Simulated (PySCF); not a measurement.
**SnP⁺ (triplet): changing the method**

Starting from one script, swap the method and compare what comes out for SnP⁺ (triplet).

The runs use PySCF 2.14.0; method and basis as typed in the scripts.

6 further runs of the same task are left out: 1 for a known fault of the program, 5 that didn't finish.

## 1. The system as given

SnP⁺ (triplet): 2 atoms, charge 1, spin multiplicity 3.

Bond lengths: Sn1–P2 2.641 Å.

## 2. The base run

File input.py:

```python
from pyscf import gto, scf, mp

mol = gto.M(
    atom='Sn 0 0 0; P 0 0 2.641',
    basis='crenbl',
    ecp={'Sn': 'crenbl', 'P': 'crenbl'},
    charge=1,
    spin=2,
    symmetry=True,
    verbose=4,
)
mf = scf.UHF(mol)
mf.kernel()
mp.MP2(mf).kernel()
mf.dip_moment()
print('orbital energies (hartree):', [e[max(0, n-3):n+3].round(4) for e, n in zip(mf.mo_energy, mol.nelec)])
```

On the command line:

```
> OMP_NUM_THREADS=1 python input.py
```

## 3. Gradient

Edit 1 changes step after the SCF: mp2 → gradient.

Changes to input.py since step 2:

```diff
@@ -1,2 +1,2 @@
-from pyscf import gto, scf, mp
+from pyscf import gto, scf
 
@@ -13,3 +13,3 @@
 mf.kernel()
-mp.MP2(mf).kernel()
+mf.nuc_grad_method().kernel()
 mf.dip_moment()
```

## 4. RHF

Edit 2 changes SCF type: UHF → RHF.

File input.py:

```python
from pyscf import gto, scf, mp

mol = gto.M(
    atom='Sn 0 0 0; P 0 0 2.641',
    basis='crenbl',
    ecp={'Sn': 'crenbl', 'P': 'crenbl'},
    charge=1,
    spin=2,
    symmetry=True,
    verbose=4,
)
mf = scf.RHF(mol)
mf.kernel()
mp.MP2(mf).kernel()
mf.dip_moment()
print('orbital energies (hartree):', mf.mo_energy[..., max(0, mol.nelec[1]-3):mol.nelec[0]+3].round(4))
```

## 5. Wb97x (UKS)

Edit 3 changes functional: none (Hartree–Fock) → wb97x; SCF type: UHF → UKS; step after the SCF: mp2 → analyze.

Changes to input.py since step 2:

```diff
@@ -1,2 +1,2 @@
-from pyscf import gto, scf, mp
+from pyscf import gto, dft
 
@@ -11,5 +11,5 @@
 )
-mf = scf.UHF(mol)
+mf = dft.UKS(mol, xc='wb97x')
 mf.kernel()
-mp.MP2(mf).kernel()
+mf.mulliken_pop()
 mf.dip_moment()
```

## 6. Polarisability

Edit 4 changes step after the SCF: mp2 → polarizability.

Changes to input.py since step 2:

```diff
@@ -1,2 +1,3 @@
-from pyscf import gto, scf, mp
+from pyscf import gto, scf
+from pyscf.prop.polarizability import uhf as pol
 
@@ -13,3 +14,4 @@
 mf.kernel()
-mp.MP2(mf).kernel()
+print('polarizability (a.u.)')
+print(pol.Polarizability(mf).polarizability().round(4))
 mf.dip_moment()
```

**Question.** What will these runs give? Wanted: for each run, E(SCF); from base; gap, α spin; after the SCF.

As calculated:

```csv
run,E(SCF) (hartree),from base (eV),cycles,"gap, α spin (eV)",after the SCF
base,-74.093236,0,15,8.53,MP2 correlation -6.507 eV
gradient,-74.093236,0.0000,15,8.53,n/a
RHF,-74.090119,+0.0848,13,n/a,MP2 correlation -6.565 eV
wb97x (UKS),-75.944465,not comparable,13,7.70,n/a
polarisability,-74.093236,0.0000,15,8.53,n/a
```

Total energies of different functionals can't be compared with each other; differences within one functional can.
